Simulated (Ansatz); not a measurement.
# FGeH2N: the cost of one run

All numbers below are computed with Ansatz 0.2.0 (RKS BLYP-D4/def2-SVP).

## 1. The structure to begin with

Bond lengths: N1–Ge2 1.814 Å, Ge2–F3 1.738 Å, N1–H4 1.069 Å, N1–H5 1.060 Å. Angles: N1–Ge2–F3 107.2°, Ge2–N1–H4 104.9°, Ge2–N1–H5 110.3°, H4–N1–H5 101.2°.

Structure file:

```xyz
5

N    -0.6804    0.0791   -0.3071
Ge    0.5680   -0.1283    0.9925
F     1.6427   -1.3932    0.4755
H    -1.2520    0.9308   -0.0059
H    -0.2283    0.4380   -1.1963
```

## 2. Relaxing end A

input.yaml reads:

```yaml
crystal:
  periodic: [false, false, false]
  atoms:
    - { symbol: "N", position_ang: [-0.6804, 0.0791, -0.3071] }
    - { symbol: Ge, position_ang: [0.568, -0.1283, 0.9925] }
    - { symbol: F, position_ang: [1.6427, -1.3932, 0.4755] }
    - { symbol: H, position_ang: [-1.252, 0.9308, -0.0059] }
    - { symbol: H, position_ang: [-0.2283, 0.438, -1.1963] }
basis:
  gaussian: { orbitals: def2-SVP }
hamiltonian:
  xc: blyp
  dispersion: d4
relax:
  f_tol: 0.015
  max_steps: 40
```

Started as:

```
> ansatz run input.yaml --threads 1 --pin off --max-ram 2048MiB --backend cpu --events-out ev --progress --plain --runs-dir out
```

**Question.** How long does this run take on 1 thread of Arm Neoverse V2, shared host, and how much memory does it need?

About 13 s, with a peak of 0.13 GiB.
